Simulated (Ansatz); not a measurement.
# AlBH4Se: single points off equilibrium

The task here is to estimate one member of a computed series from the others.

Program: Ansatz 0.2.0, Gaussian basis. Level of theory: single points in def2-TZVPP. These are calculated values, not measurements.

Cores are frozen in the correlated methods. Filled d shells of the heavier atoms are correlated.

**The system as given**

SMILES `B[Se][AlH2]`, 7 atoms, charge 0, spin multiplicity 1.

Atoms are counted from 1 here; the program's logs count them from 0.

Bond lengths: B1–Se2 1.916 Å, B1–H4 1.178 Å, B1–H5 1.152 Å, Se2–Al3 2.288 Å, Al3–H6 1.502 Å, Al3–H7 1.564 Å. Angles: Se2–B1–H4 119.6°, Se2–B1–H5 120.0°, H4–B1–H5 120.3°, B1–Se2–Al3 92.0°, Se2–Al3–H6 122.8°, Se2–Al3–H7 122.1°, H6–Al3–H7 115.1°.

As a file:

```
B    -1.44230    0.06600   -0.52410
Se   -0.74870   -0.91990    0.96480
Al    1.36880   -0.13240    0.60010
H    -1.49230   -0.44160   -1.58620
H    -1.86060    1.12790   -0.36810
H     1.88030    1.13920    1.21350
H     2.37290   -0.85940   -0.35390
```

The first run:

File run/in.yaml:

```yaml
crystal:
  periodic: [false, false, false]
  atoms:
    - {symbol: B, position_ang: [-1.442300, 0.066000, -0.524100]}
    - {symbol: Se, position_ang: [-0.748700, -0.919900, 0.964800]}
    - {symbol: Al, position_ang: [1.368800, -0.132400, 0.600100]}
    - {symbol: H, position_ang: [-1.492300, -0.441600, -1.586200]}
    - {symbol: H, position_ang: [-1.860600, 1.127900, -0.368100]}
    - {symbol: H, position_ang: [1.880300, 1.139200, 1.213500]}
    - {symbol: H, position_ang: [2.372900, -0.859400, -0.353900]}
basis:
  gaussian: {orbitals: def2-TZVPP}
correlation: {method: ccsd_t}
output: {forces: true}
```

The command line of these runs was not kept.

Among the steps run: CCSD(T)/def2-TZVPP; PBE0-D4/def2-TZVPP; wB97M-V/def2-TZVPP; r2SCAN-D4/def2-TZVPP; PBE-D4/def2-TZVPP; revPBE-D4/def2-TZVPP; LC-wPBE/def2-TZVPP.

One of the session's tables, all rows but one given; the rest of the session is left out.

```
   method  RMS force component (eV/Å)  angle to CCSD(T) forces (°)  dipole (D)
  CCSD(T)                       0.498                    reference        0.39
  PBE0-D4                       0.493                          6.6        0.42
  wB97M-V                       0.454                          4.8        0.45
r2SCAN-D4                       0.487                          5.2        0.41
   PBE-D4                       0.548                          8.8        0.41
revPBE-D4                           ?                            ?           ?
  LC-wPBE                       0.459                         13.9        0.49
```

**Question.** Estimate the row for revPBE-D4.

The run gave: RMS force component (eV/Å): 0.575; angle to CCSD(T) forces (°): 8.1; dipole (D): 0.39. In the column «RMS force component (eV/Å)» it is the highest.
